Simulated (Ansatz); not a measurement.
# Cs3Pt: single point with PBE

The system is Cs3Pt.

```xyz
4
Lattice="5.7777 0.0000 0.0000 0.0000 5.7777 0.0000 0.0000 0.0000 5.7777" Properties=species:S:1:pos:R:3 pbc="T T T"
Pt    2.8888    2.8888    2.8888
Cs    2.8888    0.0000    0.0000
Cs    0.0000    2.8888    0.0000
Cs    0.0000    0.0000    2.8888
```

The cell comes from a database or a generator and needn't be the stable form of this composition.

| Property | Result |
| --- | --- |
| Program | Ansatz 0.2.0 |
| Task | single point |
| Functional | PBE |
| Potentials or basis | Ansatz PAW |
| Cutoff | 420 eV (not typed: the program's choice for these potentials) |
| k mesh | 5 × 5 × 5 |
| Occupations | gaussian, width 0.05 eV |
| Spin | no spin polarisation |

```json
{
  "Pressure": "-0.2 GPa",
  "Band gap on the k mesh": "none (metal or under the smearing width)"
}
```

Levels at points of the mesh, in eV from the Fermi level:
| k point | band 21 | band 22 | band 23 | band 24 | band 25 | band 26 |
| --- | --- | --- | --- | --- | --- | --- |
| (0.00, 0.00, 0.00) | -1.34 | -1.34 | -1.06 | 1.54 | 1.54 | 1.54 |

Wall time 1.9 s on 2 threads of Arm Neoverse V1, on a shared host, peak memory 0.43 GiB.

Spin-orbit coupling is left out, which matters for the levels of Cs, Pt.
